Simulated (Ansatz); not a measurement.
**Ca3CdF8: the band gap up the ladder of functionals**

The task here is to estimate one member of a computed series from the others.

Program: Ansatz 0.2.0. PAW datasets, plane waves. The cell comes from a prototype generator: it can be a known phase or a hypothetical one. Spin polarisation is off.

**The cell**

The cell was relaxed beforehand with r2SCAN.

Space group Cmmm (No. 65), orthorhombic; a = 7.679 Å, b = 10.854 Å, c = 3.835 Å in the conventional setting, 13.32 Å³ an atom. Cd has 8 F at 2.34 Å; F has 4 Ca at 2.35 Å; F has 2 Cd at 2.34 Å and 2 Ca at 2.35 Å; Ca has 8 F at 2.35 Å; F has 1 Cd at 2.34 Å and 3 Ca at 2.35–2.36 Å.

As a file:

```cif
data_structure
_symmetry_space_group_name_H-M 'Cmmm'
_symmetry_Int_Tables_number 65
_cell_length_a 7.6790
_cell_length_b 10.8536
_cell_length_c 3.8351
_cell_angle_alpha 90.000
_cell_angle_beta 90.000
_cell_angle_gamma 90.000
_cell_volume 319.64
loop_
_atom_site_label
_atom_site_type_symbol
_atom_site_symmetry_multiplicity
_atom_site_Wyckoff_symbol
_atom_site_fract_x
_atom_site_fract_y
_atom_site_fract_z
_atom_site_occupancy
Cd1 Cd 2 a 0.00000 0.00000 0.00000 1
F1 F 4 j 0.50000 0.12537 0.50000 1
F2 F 4 j 0.50000 0.37566 0.50000 1
Ca1 Ca 4 f 0.25000 0.75000 0.50000 1
F3 F 8 p 0.75093 0.87522 0.00000 1
Ca2 Ca 2 b 0.50000 0.00000 0.00000 1
```

Set-up of the first run:

File input.yaml:

```yaml
crystal:
  lattice:
    - [3.8394894788, -5.4268059868, 0.0]
    - [3.8394894788, 5.4268059868, 0.0]
    - [0.0, 0.0, 3.8351425903]
  atoms:
    - { symbol: Cd, position: [0.0, 0.0, 0.0] }
    - { symbol: F, position: [0.3746346776, 0.6253653224, 0.5] }
    - { symbol: F, position: [0.1243384212, 0.8756615788, 0.5] }
    - { symbol: Ca, position: [0.5, 0.0, 0.5] }
    - { symbol: F, position: [0.8757082325, 0.6261540446, 0.0] }
    - { symbol: F, position: [0.6261540446, 0.8757082325, 0.0] }
    - { symbol: Ca, position: [0.0, 0.5, 0.5] }
    - { symbol: F, position: [0.3738459554, 0.1242917675, 0.0] }
    - { symbol: F, position: [0.1242917675, 0.3738459554, 0.0] }
    - { symbol: Ca, position: [0.5, 0.5, 0.0] }
    - { symbol: F, position: [0.8756615788, 0.1243384212, 0.5] }
    - { symbol: F, position: [0.6253653224, 0.3746346776, 0.5] }
kpoints:
  mp_grid: { grid: [4, 4, 6] }
  band_path:
    path:
      - [[0.0, 0.0, 0.0], [-0.5, 0.5, -2.821338450948e-35], [-0.3751406428148, 0.6248593571852, -3.346943666703e-35]]
      - [[0.3751406428148, 0.3751406428148, -1.579183834918e-35], [0.0, 0.0, 0.0], [9.091050150016e-51, -1.020260457996e-50, 0.5], [0.3751406428148, 0.3751406428148, 0.5]]
      - [[-0.3751406428148, 0.6248593571852, 0.5], [-0.5, 0.5, 0.5], [-0.5, 0.5, -2.821338450948e-35]]
      - [[0.0, 0.0, 0.0], [-1.352738906539e-17, 0.5, -2.463063750811e-35], [-1.352738906539e-17, 0.5, 0.5], [9.091050150016e-51, -1.020260457996e-50, 0.5], [-0.5, 0.5, 0.5]]
    npoints: 10
hamiltonian:
  xc: pbe
scf:
  occupations: { method: fermi_dirac, width: 0.02 }
  n_extra_bands: 7
output:
  forces: true
  stress: true
  eigenvalues: true
```

Among the steps run: PBE band path; Single point with r2SCAN; HSE06; PBE+SOC; PBE0 at the same geometry.

One of the session's tables, all rows but one given; the rest of the session is left out.

| level | gap (eV) |
| --- | --- |
| PBE | 5.33 |
| r2SCAN | 6.02 |
| HSE06 | 7.44 |
| PBE+SOC | 5.32 |
| PBE0 | ? |

Estimate the missing values for PBE0.

As computed: gap (eV): 8.21. In the column «gap (eV)» it is the highest.

Meshes: PBE 4×4×6, r2SCAN 4×4×6, HSE06 2×2×4, PBE+SOC 4×4×6, PBE0 2×2×4

What this shows: The gap runs from 5.32 eV (PBE+SOC) to 8.21 eV (PBE0). Against HSE06, PBE is short by 2.11 eV, at 72 % of it, and r2SCAN 81 %. PBE0 lies 0.77 eV above HSE06, which differs from it by screening the long-range exchange.

Limits of these values: Warnings in the runs' records: stress exchange threshold loose, stress scf threshold loose.
